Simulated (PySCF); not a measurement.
# C5H11O4P: the cost of one run

Computed with PySCF 2.14.0 and routines of our own; the level stands in each step. Atoms count from 0.

### Step 1. The system as given

21 atoms, charge 0, multiplicity 1; geometry from: GFN2-xTB.

### Step 2. Vibronic structure: TDDFT PBE0/def2-SV(P)

What the job is given:

```
{"job": {"kind": "vib", "xc": "PBE0", "basis": "def2-SV(P)", "tda": false}, "charge": 0, "multiplicity": 1}
C      2.977414     0.472644     0.871473
O      1.706935    -0.152543     0.915054
P      1.180101    -0.877275    -0.438362
O      2.213289    -1.355102    -1.335089
O      0.215136    -1.994757     0.159178
C     -0.920910    -1.554373     0.889838
C     -1.766630    -0.591878     0.064193
C     -0.930690     0.622207    -0.339804
C     -1.711763     1.606825    -1.198846
O      0.195781     0.196356    -1.105758
H      3.442851     0.333271     1.847519
H      3.592156     0.017253     0.094004
H      2.861871     1.539000     0.664782
H     -0.591653    -1.070059     1.815300
H     -1.479938    -2.461627     1.136012
H     -2.631722    -0.271722     0.644710
H     -2.104353    -1.099264    -0.841537
H     -0.564829     1.121847     0.568523
H     -2.564784     1.991539    -0.646473
H     -1.068719     2.433455    -1.487424
H     -2.058463     1.111146    -2.101560
```

Method: TDDFT PBE0/def2-SV(P) vertical-gradient vibronic structure (displaced harmonic oscillators, Condon), gas phase.

Started as:

```sh
OMP_NUM_THREADS=1 python excited_run.py task.json out
```

This one command runs all jobs of the session in turn.

Q: Estimate the wall time and peak memory of this first job on 1 thread of Intel Xeon 6975P-C, shared host.

About 54 s, with a peak of 0.99 GiB.
